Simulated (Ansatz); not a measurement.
# SnHF2 radical: a ladder of functionals and wavefunction methods

The task here is to estimate one member of a computed series from the others.

Method: functionals in def2-TZVPP, the program's frozen cores in correlated methods; program: Ansatz 0.2.0, Gaussian basis.

The runs, in order: LDA (SPW92), PBE-D4, revPBE-D4, BLYP-D4, r2SCAN-D4, B97M-V, PBE0-D4, B3LYP-D4, r2SCANh-D4, r2SCAN0-D4, HSE06-D4, BHLYP-D4, CAM-B3LYP-D4, LC-ωPBE, ωB97X-V, ωB97M-V, B2PLYP, PBE-QIDH; CCSD(T)/def2-SVP; CCSD(T)/def2-TZVPP; CCSD(T)/def2-QZVPP; extrapolation to the limit; RPA on PBE.

### Structure used throughout

All runs share one geometry, relaxed beforehand with PBE0-D4 in a triple-zeta def2 set. Sn takes the def2 core potential; no spin-orbit term is included.

SMILES `[F][SnH][F]`, 4 atoms, charge 0, spin multiplicity 2.

Atoms are counted from 1 here; the program's logs count them from 0.

Bond lengths: F1–Sn2 1.919 Å, Sn2–F3 1.919 Å, Sn2–H4 1.746 Å. Angles: F1–Sn2–F3 101.8°, F1–Sn2–H4 106.1°, F3–Sn2–H4 106.1°.

Set-up of the first run:

Input file in.yaml:

```yaml
crystal:
  periodic: [false, false, false]
  atoms:
    - {symbol: F, position_ang: [0.674189, -1.225618, 1.047166]}
    - {symbol: Sn, position_ang: [-0.535166, -0.042202, 0.141592]}
    - {symbol: F, position_ang: [0.344708, 1.651089, 0.345715]}
    - {symbol: H, position_ang: [-0.428231, -0.443568, -1.554673]}
basis:
  gaussian: {orbitals: def2-TZVPP}
magnetization: {spin_polarized: true, initial_magnetization: 1}
hamiltonian: {xc: lda}
output: {orbitals: {seedname: orbitals}}
```

Started as:

```sh
ansatz run in.yaml --threads 2 --pin off --events-out ev --progress --plain --max-ram 32768MiB --backend cpu
```

Steps of the session up to this table: LDA; PBE-D4 (GGA); revPBE-D4 (GGA); BLYP-D4 (GGA); r2SCAN-D4 (meta-GGA); B97M-V (meta-GGA); B3LYP-D4 (hybrid); r2SCANh-D4 (hybrid); r2SCAN0-D4 (hybrid); HSE06-D4 (hybrid); BHLYP-D4 (hybrid); CAM-B3LYP-D4 (range-separated); LC-ωPBE (range-separated); ωB97X-V (range-separated); ωB97M-V (range-separated); B2PLYP (double hybrid); PBE-QIDH (double hybrid).

One of the session's tables, all rows but one given; the rest of the session is left out.

```
  functional  HOMO (eV)  LUMO (eV)  gap (eV)
 LDA (SPW92)      -6.47      -5.60      0.87
      PBE-D4      -6.37      -5.25      1.13
   revPBE-D4      -6.33      -5.12      1.21
     BLYP-D4          ?          ?         ?
   r2SCAN-D4      -6.83      -4.95      1.88
      B97M-V      -6.57      -5.45      1.12
     PBE0-D4      -7.62      -4.40      3.22
    B3LYP-D4      -7.40      -4.83      2.58
  r2SCANh-D4      -7.29      -4.64      2.65
  r2SCAN0-D4      -7.97      -4.18      3.79
    HSE06-D4      -7.23      -4.78      2.45
    BHLYP-D4      -8.73      -3.68      5.05
CAM-B3LYP-D4      -8.92      -3.54      5.38
     LC-ωPBE     -10.22      -2.08      8.14
     ωB97X-V      -9.76      -2.49      7.27
     ωB97M-V      -9.70      -2.62      7.08
```

Estimate the missing values for BLYP-D4.

Worked estimate for «HOMO (eV)». Against the share of exact exchange, B3LYP-D4 (0.2, -7.40), BHLYP-D4 (0.5, -8.73) give a slope of -4.43 per unit share; at 0 the line stands at -6.51.

**Answer.** HOMO (eV): -6.26; LUMO (eV): -5.30; gap (eV): 0.96. In «HOMO (eV)» the line misses by -0.25.

Limits of these values: All levels share the lack of spin-orbit coupling, which lowers the free heavy atoms and so the true binding.
